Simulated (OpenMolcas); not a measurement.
# GeH3Cl (chlorogermane) at CCSD(T)/pcseg-2 (Cholesky decomposition)

Aim: the energy change on altering one bond length of GeH3Cl (chlorogermane) at CCSD(T)/pcseg-2 (Cholesky decomposition), from 2 runs. 

The calculation is run with OpenMolcas 26.06.

### Step 1. The molecule

GeH3Cl has 5 atoms, charge 0, and is taken as a singlet. SMILES: `[Cl][GeH3]`. The coordinates come from a PBE0-D4/def2-TZVP relaxation.

Bond lengths: Cl1–Ge2 2.155 Å, Ge2–H3 1.532 Å, Ge2–H4 1.532 Å, Ge2–H5 1.532 Å. Angles: Cl1–Ge2–H3 107.1°, Cl1–Ge2–H4 107.1°, Cl1–Ge2–H5 107.1°, H3–Ge2–H4 111.7°, H3–Ge2–H5 111.7°, H4–Ge2–H5 111.7°.

### Step 2. The energy at CCSD(T)/pcseg-2 (Cholesky decomposition)

The input, mol.xyz:

```xyz
5

Cl    -1.875800    -0.025100     0.641300
Ge     0.161800    -0.013900    -0.060600
H      0.160400     0.656200    -1.438100
H      0.619000    -1.473700    -0.140600
H      0.984500     0.782900     0.956700
```

The input, job.inp:

```
&gateway
 baslib=$CurrDir
 coord=mol.xyz
 basis=pcseg-2
 group=NoSym

&seward
 high

&scf
 prorbitals=1 1

&chcc
 frozen=14

&cht3
 frozen=14
```

The basis set pcseg-2 is read from a file made from the Basis Set Exchange's data (not shown).

The run is started by

```bash
$ export MOLCAS_MEM=1860
$ pymolcas job.inp > job.log
```

The log of the run:

```text
--- Start Module: gateway ---
[...]
--- Stop Module: gateway /rc=_RC_ALL_IS_WELL_ ---
[...]
      Basis functions          119
[...]
       Convergence after  10 Iterations
[...]
::    Total SCF energy                              -2536.6750464213
[...]
      Total spin, S                                     0.0000000000
[...]
      Total electronic charge=   52.000000
      Total            charge=   -0.000000
[...]
      Dipole Moment (debye):
      Origin of the operator (angstrom)=   -0.4634   -0.0173    0.1548
                   X=  2.0943E+00               Y=  1.1413E-02               Z= -7.2165E-01           Total=  2.2151E+00
      Quadrupole Moment (debye*angstrom):
[...]
--- Start Module: chcc ---
[...]
--- Stop Module: chcc /rc=_RC_ALL_IS_WELL_ ---
[...]
--- Start Module: cht3 ---
[...]
--- Stop Module: cht3 /rc=_RC_ALL_IS_WELL_ ---
[...]
```

Wall time 7.7 min (1 thread of Arm Neoverse V1, shared host); peak memory 0.24 GiB.

### Step 3. The distorted shape at the same level

The input, mol.xyz:

```xyz
5

Cl    -1.875450    -0.192623     0.985672
Ge     0.162150    -0.181423     0.283772
H      0.160400     0.656200    -1.438100
H      0.619350    -1.641223     0.203772
H      0.984850     0.615377     1.301072
```

The input, job.input:

```
&GATEWAY
BasLib
$CurrDir
Coord
mol.xyz
Basis
pcseg-2
Group
NoSym
&SEWARD
High
&SCF
PrOrbitals
1 1
&CHCC
Frozen
14
&CHT3
Frozen
14
```

The basis set pcseg-2 is read from a file made from the Basis Set Exchange's data (not shown).

The run is started by

```bash
$ export MOLCAS_MEM=1860
$ pymolcas job.input > job.log
```

The log of the run:

```text
--- Start Module: gateway ---
[...]
--- Stop Module: gateway /rc=_RC_ALL_IS_WELL_ ---
[...]
      Basis functions          119
[...]
       Convergence after  10 Iterations
[...]
::    Total SCF energy                              -2536.6433373945
[...]
      Total spin, S                                     0.0000000000
[...]
      Total electronic charge=   52.000000
      Total            charge=   -0.000000
[...]
      Dipole Moment (debye):
      Origin of the operator (angstrom)=   -0.4630   -0.1834    0.4960
                   X=  1.9985E+00               Y= -2.8798E-01               Z= -7.4010E-02           Total=  2.0205E+00
      Quadrupole Moment (debye*angstrom):
[...]
--- Start Module: chcc ---
[...]
--- Stop Module: chcc /rc=_RC_ALL_IS_WELL_ ---
[...]
--- Start Module: cht3 ---
[...]
--- Stop Module: cht3 /rc=_RC_ALL_IS_WELL_ ---
[...]
```

Wall time 7 min (1 thread of Arm Neoverse V1, shared host); peak memory 0.24 GiB.

### Step 4. What came out

At CCSD(T)/pcseg-2 (Cholesky decomposition), 14 core orbitals frozen:

| quantity | value |
| --- | --- |
| first shape: total energy | -2537.10407 Eh |
| first shape: dipole moment (mean-field density) | 2.22 D |
| first shape: HOMO energy (Hartree–Fock orbitals) | -12.06 eV |
| first shape: LUMO energy (Hartree–Fock orbitals) | 2.52 eV |
| first shape: HOMO–LUMO gap (Hartree–Fock orbitals) | 14.58 eV |
| first shape: correlation energy (14 core orbitals frozen) | -429.0 mEh |
| first shape: (T) correction | -15.61 mEh |
| distorted shape: total energy | -2537.07354 Eh |
| distorted shape: dipole moment (mean-field density) | 2.02 D |
| distorted shape: HOMO energy (Hartree–Fock orbitals) | -11.50 eV |
| distorted shape: LUMO energy (Hartree–Fock orbitals) | 2.08 eV |
| distorted shape: HOMO–LUMO gap (Hartree–Fock orbitals) | 13.58 eV |
| distorted shape: correlation energy (14 core orbitals frozen) | -430.2 mEh |
| distorted shape: (T) correction | -16.17 mEh |
| energy change with the Ge2–H3 bond stretched from 1.532 to 1.915 Å | 0.831 eV |

What this shows: With the Ge2–H3 bond stretched from 1.532 to 1.915 Å the energy rises by 0.83 eV (80.2 kJ/mol). The first shape isn't relaxed at this level, so the change isn't measured from a minimum. The triples (first shape) make up 3.6 % of the correlation energy. Mulliken charges (distorted shape) of the mean-field density run from -0.31 on Cl1 to +0.57 on Ge2; they depend strongly on the basis. The triples (distorted shape) make up 3.8 % of the correlation energy.
